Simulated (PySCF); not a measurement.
# BrH10O5V ([VBr(H2O)5]3+): the cost of one run

Computed with PySCF 2.14.0 and routines of our own; the level stands in each step. Atoms count from 0.

## Step 1: The system as given

17 atoms, charge 3, states of the metal's open shell are computed; geometry from: GFN2-xTB, shaken.

## Step 2: Relaxing the molecule at B3LYP-D3(BJ)/def2-SVP

Job settings and geometry (Å):

```
{"job": {"xc": "B3LYP", "basis": "def2-SVP", "d3": "d3bj", "grid": 1, "maxiter": 40, "kind": "geom"}, "charge": 3, "metal": "V", "open_shell": "d1"}
V      0.037800    -0.025760     0.521860
Br     0.219710    -0.156620     2.749550
O     -0.101740     0.037740    -1.495840
H     -0.170270     0.821930    -2.040270
H     -0.143940    -0.768480    -2.079960
O      1.936530     0.018810     0.148660
H      2.294410    -0.412650    -0.657070
H      2.639980     0.527170     0.584100
O     -1.873370     0.006600     0.421490
H     -2.529250     0.553990     0.950480
H     -2.414840    -0.481040    -0.234540
O     -0.001810     1.849180     0.290850
H      0.772470     2.407060     0.039130
H     -0.769030     2.428760     0.341790
O     -0.009880    -1.893190     0.205800
H     -0.791290    -2.476880     0.209790
H      0.768550    -2.419800    -0.044730
```

Command:

```sh
$ OMP_NUM_THREADS=1 python lf_run.py task.json out
```

The driver reads the jobs from task.json and runs them one after another.

**Question.** How long does this first job take on 1 thread of Arm Neoverse V2, shared host, and how much memory does it need?

About 11 min, with a peak of 0.8 GiB.
